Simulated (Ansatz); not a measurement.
Write a Python script for the Python package of Ansatz (0.2.0) that makes an atomisation energy of C2H4AlN, SMILES [CH]1=N[CH2][AlH]1. Settings (for the species named): Hartree-Fock, def2-TZVPP basis, multiplicity 1.

```yaml
atoms:
  - { symbol: C, position_ang: [-0.9492, 0.6356, -0.4661] }
  - { symbol: N, position_ang: [0.0193, 1.3801, -0.0276] }
  - { symbol: C, position_ang: [0.7918, 0.2485, 0.3591] }
  - { symbol: Al, position_ang: [-0.1902, -1.1066, -0.0953] }
  - { symbol: H, position_ang: [-1.9457, 0.9484, -0.9405] }
  - { symbol: H, position_ang: [1.0122, 0.2876, 1.4663] }
  - { symbol: H, position_ang: [1.8054, 0.2291, -0.1920] }
  - { symbol: H, position_ang: [-0.4514, -2.6798, -0.1597] }
```

The script, `c2h4aln_tae.py`:
```python
"""Energy to split C2H4AlN into its atoms."""

from collections import Counter

import ansatz as az


def single_point(molecule, charge=0, unpaired=0):
    calc = (
        molecule.calculation()
        .basis(gaussian="def2-TZVPP")
        .functional("HF")
    )
    if charge:
        calc = calc.charge(charge)
    if unpaired:
        calc = calc.spin("collinear", total=unpaired)
    report = calc.run(threads=1, backend="cpu").report
    if report["published_state_doubts"]:
        print("  doubts:", report["published_state_doubts"])
    return report["free_energy_ev"]

geometry_ang = [
    ("C", (-0.9492, 0.6356, -0.4661)),
    ("N", (0.0193, 1.3801, -0.0276)),
    ("C", (0.7918, 0.2485, 0.3591)),
    ("Al", (-0.1902, -1.1066, -0.0953)),
    ("H", (-1.9457, 0.9484, -0.9405)),
    ("H", (1.0122, 0.2876, 1.4663)),
    ("H", (1.8054, 0.2291, -0.192)),
    ("H", (-0.4514, -2.6798, -0.1597)),
]
mol = az.Crystal.molecule()
for symbol, xyz in geometry_ang:
    mol = mol.atom(symbol, xyz)

# Hund ground states
unpaired = {"C": 2, "N": 3, "Al": 1, "H": 1}
counts = Counter(site.symbol for site in mol.cartesian_sites)
atom_energy = {s: single_point(az.Crystal.molecule().atom(s, (0, 0, 0)), 0, unpaired[s]) for s in counts}
whole = single_point(mol, 0, 0)
for s, e in atom_energy.items():
    print(f"{s:2s} x{counts[s]}  {e:14.5f} eV")
print(f"C2H4AlN: {whole:.5f} eV")
split = sum(counts[s] * e for s, e in atom_energy.items()) - whole
print(f"atomisation energy (no zero-point term): {96.485332 * split:.1f} kJ/mol, {split / sum(counts.values()):.3f} eV an atom")
```

```console
$ python c2h4aln_tae.py
C  x2     -1025.66459 eV
N  x1     -1480.37413 eV
Al x1     -6581.73748 eV
H  x4       -13.60052 eV
C2H4AlN: -10186.24200 eV
atomisation energy (no zero-point term): 1775.2 kJ/mol, 2.300 eV an atom
```

1775.2 kJ/mol from the electronic energies, without the zero-point term.

Notes:
- Total energies depend on the basis set; only differences at equal settings carry meaning.
- The geometry is a force-field or estimated start, not a minimum of this method, and the basis set is short of its limit. All parts are taken at fixed geometry, without zero-point energy.
- Hartree-Fock leaves correlation out, so bond, atomisation and ionisation energies come out well too low.
- Run time: 2.3 s on 1 thread of Arm Neoverse V2, with other jobs on the host, peak memory 0.34 GiB.
